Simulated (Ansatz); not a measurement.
# TiB2: the cost of one run

Program: Ansatz 0.2.0. Level of theory: DFT PBE, scalar-relativistic, plane waves, PAW. These are calculated values, not measurements.

### 1 The system as given

It takes space group P6mm (No. 183, hexagonal). The conventional cell has a = 3.360 Å, b = 3.360 Å, c = 15.000 Å, α = 90.00°, β = 90.00°, γ = 120.00°. Around Ti (site symmetry 6mm) lie 6 B at 2.04 Å. B (site symmetry 3m) has 3 B at 1.94 Å and 3 Ti at 2.04 Å as nearest neighbours.

As a file:

```cif
data_structure
_symmetry_space_group_name_H-M 'P 1'
_symmetry_Int_Tables_number 1
_cell_length_a 3.3603
_cell_length_b 3.3603
_cell_length_c 15.0000
_cell_angle_alpha 90.000
_cell_angle_beta 90.000
_cell_angle_gamma 120.000
_cell_volume 146.68
loop_
_atom_site_label
_atom_site_type_symbol
_atom_site_fract_x
_atom_site_fract_y
_atom_site_fract_z
_atom_site_occupancy
Ti1 Ti 0.00000 0.00000 0.52120 1
B1 B 0.33333 0.66667 0.47880 1
B2 B 0.66667 0.33333 0.47880 1
```

A structure generator made this guess: species swapped into a sheet modelled on a layer of FeB2, with Ti on the Fe sites. Its size is a rough estimate.

It is a sheet, periodic along a and b, with vacuum along c; volumes and pressures of the box carry no meaning, and space groups named for it are those of the box.

### 2 The guess as it stands, on a coarse mesh

input.yaml reads:

```yaml
crystal:
  lattice:
    - [3.36031857, 0.0, 0.0]
    - [-1.68015928, 2.91012124, 0.0]
    - [0.0, 0.0, 15.0]
  atoms:
    - { symbol: Ti, position: [0.0, 0.0, 0.52120075] }
    - { symbol: B, position: [0.33333333, 0.66666667, 0.47879925] }
    - { symbol: B, position: [0.66666667, 0.33333333, 0.47879925] }
  periodic: [true, true, false]
basis:
  ecutwfc: 420
kpoints:
  mp_grid: { grid: [6, 6, 1] }
hamiltonian:
  xc: pbe
scf:
  occupations: { method: gaussian, width: 0.1 }
  lower_state_search: "off"
output:
  forces: true
  stress: true
  eigenvalues: true
```

Launch:

```bash
> ansatz run input.yaml --threads 1 --pin off --max-ram 2048MiB --backend cpu --events-out ev --progress --plain --runs-dir out
```

**Question.** How long does this run take on 1 thread of Intel Xeon Platinum 8488C (Sapphire Rapids), shared host, and how much memory does it need?

About 3.6 s, with a peak of 0.43 GiB.
